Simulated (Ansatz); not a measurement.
This script drives the Python package of Ansatz (0.2.0).

Input file `h3osn.xyz`:
```text
5

O    -0.70560    0.16990    1.78000
Sn    0.00640   -0.01430   -0.04650
H    -1.13280    0.64220   -1.24600
H     0.34260   -1.70330   -0.36540
H     1.53920    0.83190   -0.16350
```

The script, `h3osn.py`:
```python
'''One geometry of H3OSn, method by method.'''

from pathlib import Path
import logging
import sys

import ansatz
import numpy as np

logging.basicConfig(stream=sys.stdout, format='%(name)s: %(message)s')
logger = logging.getLogger('h3osn')
logger.setLevel(logging.INFO)

h3osn = ansatz.Crystal.molecule_from_extxyz('h3osn.xyz')

setup = (
    h3osn.calculation()
    .basis(gaussian='def2-SVP')
    .spin('collinear', total=1)
    .scf(lower_state_search='light')
)

logger.info('functional    E (Ha)        dipole (D)   HOMO (eV)  LUMO (eV)')
for name in ['hf', 'b3lyp', 'r2scan0', 'revpbe']:
    r = setup.functional(name).forces().orbitals().run(threads=1, pin='off', runs_dir='runs').report
    lines = Path(r['orbitals_path']).read_text().splitlines()
    field_of = lambda key: [line.split('=')[1].strip() for line in lines if line.startswith(key)]
    orbitals = [(27.211386 * float(e), s, float(n)) for e, s, n in zip(field_of('Ene='), field_of('Spin='), field_of('Occup='))]
    homo = max(e for e, _, n in orbitals if n > 0.5)
    lumo = min(e for e, _, n in orbitals if n < 0.5)
    dipole = 4.803205 * np.linalg.norm(r['charge_distribution']['dipole_moment_e_ang'])
    logger.info(f'{name:10s} {r["free_energy_ev"] / 27.211386246:14.6f} {dipole:9.3f} {homo:11.3f} {lumo:10.3f}')
```

It is started by `python h3osn.py`. Estimate its wall time and peak memory on 1 thread of Intel(R) Xeon(R) 6975P-C (Granite Rapids) (shared host).

It took about 22 s, with a peak of 0.26 GiB, for 4 runs of the engine.

Output of `python h3osn.py`:
```text
h3osn: functional    E (Ha)        dipole (D)   HOMO (eV)  LUMO (eV)
h3osn: hf            -289.812187     2.069     -11.853      1.911
h3osn: b3lyp         -291.223759     1.894      -7.787     -4.379
h3osn: r2scan0       -291.150211     1.955      -8.367     -3.320
h3osn: revpbe        -291.170839     1.885      -6.284     -5.558
```

What to keep in mind:
- The settings weren't tested for convergence.
- The geometry is a force-field or estimated start, not a minimum of this method, and the basis set is short of its limit. A lower total doesn't mark the better method: functionals have no common bound, and MP2 and coupled cluster aren't variational.
- def2 sets replace the cores of elements past krypton by effective core potentials.
- The species is open-shell (spin multiplicity 2).
- b3lyp holds the VWN-RPA fit, as in Gaussian; the form of ORCA and Turbomole is b3lyp5.
- Levels such as HOMO and LUMO are orbital energies: with these approximate functionals they aren't the ionisation energy and electron affinity, and their gap isn't the fundamental gap.

(Lines on the test bed's own set-up are left out of the output.)
